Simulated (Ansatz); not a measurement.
**CH4GeO: rigid torsion scan, by script**

A script is to give a rigid torsion scan; the system is CH4GeO.

Computed with Ansatz 0.2.0 through its Python package. Level of theory: r2SCAN0/def2-SVP.

### 1 The structure

Bond lengths: C1–O2 1.371 Å, O2–Ge3 1.780 Å, C1–H4 1.140 Å, C1–H5 1.074 Å, C1–H6 1.176 Å, Ge3–H7 1.609 Å. Angles: C1–O2–Ge3 105.6°, O2–C1–H4 113.8°, O2–C1–H5 116.1°, O2–C1–H6 108.0°, H4–C1–H5 107.4°, H4–C1–H6 104.7°, H5–C1–H6 105.9°, O2–Ge3–H7 109.5°.

The script holds or builds the structure itself.

### 2 The script

torsion_ch4geo.py

```python
"""Energy of CH4GeO as one group turns about a bond."""

import ansatz as az
from ase import Atoms

BASIS = "def2-SVP"
FUNCTIONAL = "r2scan0"
FORCE_TOL = 0.02

atoms = Atoms(["C", "O", "Ge", "H", "H", "H", "H"], positions=[
    (-0.4457, 0.5993, -0.0168),
    (-0.7555, -0.7115, 0.2411),
    (0.5979, -1.661, -0.4191),
    (-0.3535, 0.8405, -1.1276),
    (0.4322, 0.9813, 0.4692),
    (-1.3385, 1.2649, 0.36),
    (1.9244, -1.3816, 0.4475),
])

# start the scan from a relaxed geometry
first = (
    az.Crystal.molecule_from_ase(atoms).calculation()
    .basis(gaussian=BASIS)
    .functional(FUNCTIONAL)
    .relax(force_tolerance=FORCE_TOL, max_steps=80)
)
atoms.positions = first.run(threads=1, backend="cpu").report["positions_ang"]

start = atoms.get_dihedral(3, 0, 1, 2)
energies = {}
for turn in range(0, 360, 30):
    turned = atoms.copy()
    turned.set_dihedral(3, 0, 1, 2, start + turn, indices=[1, 2, 6])
    calc = (
        az.Crystal.molecule_from_ase(turned).calculation()
        .basis(gaussian=BASIS)
        .functional(FUNCTIONAL)
    )
    energies[round((start + turn) % 360)] = calc.run(threads=1, backend="cpu").report["free_energy_ev"]
floor = min(energies.values())
print("dihedral H3-C0-O1-Ge2 (deg)   E - E(min) (kcal/mol)")
for angle, e in sorted(energies.items()):
    print(f"{angle:8d} {23.060548 * (e - floor):14.3f}  " + "#" * int(30 * (e - floor) / max(max(energies.values()) - floor, 1e-9)))
```

### 3 The input behind the calls

The package turns the script's settings into the engine's input (first run):

```yaml
crystal:
  periodic: [false, false, false]
  atoms:
    - { symbol: C, position_ang: [-0.4457, 0.5993, -0.0168] }
    - { symbol: O, position_ang: [-0.7555, -0.7115, 0.2411] }
    - { symbol: Ge, position_ang: [0.5979, -1.661, -0.4191] }
    - { symbol: H, position_ang: [-0.3535, 0.8405, -1.1276] }
    - { symbol: H, position_ang: [0.4322, 0.9813, 0.4692] }
    - { symbol: H, position_ang: [-1.3385, 1.2649, 0.36] }
    - { symbol: H, position_ang: [1.9244, -1.3816, 0.4475] }
basis:
  gaussian:
    orbitals: def2-SVP
hamiltonian:
  xc: r2scan0
relax:
  f_tol: 0.02
  max_steps: 80
```

### 4 Launch

The run is started by

```console
$ python torsion_ch4geo.py
```

Without the output at hand: what should come out? Wanted: range of energy; lowest point, turn.

As calculated:

| quantity | value |
| --- | --- |
| runs compared | 12 |
| range of energy | 0.060 eV |
| lowest point, turn (°) | 0 |

**Reading.** The lowest point lies at a turn of 0°, the highest 0.060 eV (5.8 kJ/mol) above it at 180°. The grid can miss the true lowest and highest points, and the rest of the molecule is held rigid. Run 0: The relaxation took 10 moves; the largest shift is 0.576 Å, of atom 2 (O). The scan is rigid and the energies are electronic, in a modest basis. With rigid groups the curve can differ much from the relaxed path, the start wasn't checked as a minimum of this torsion, and equivalent turns needn't return to the same energy.
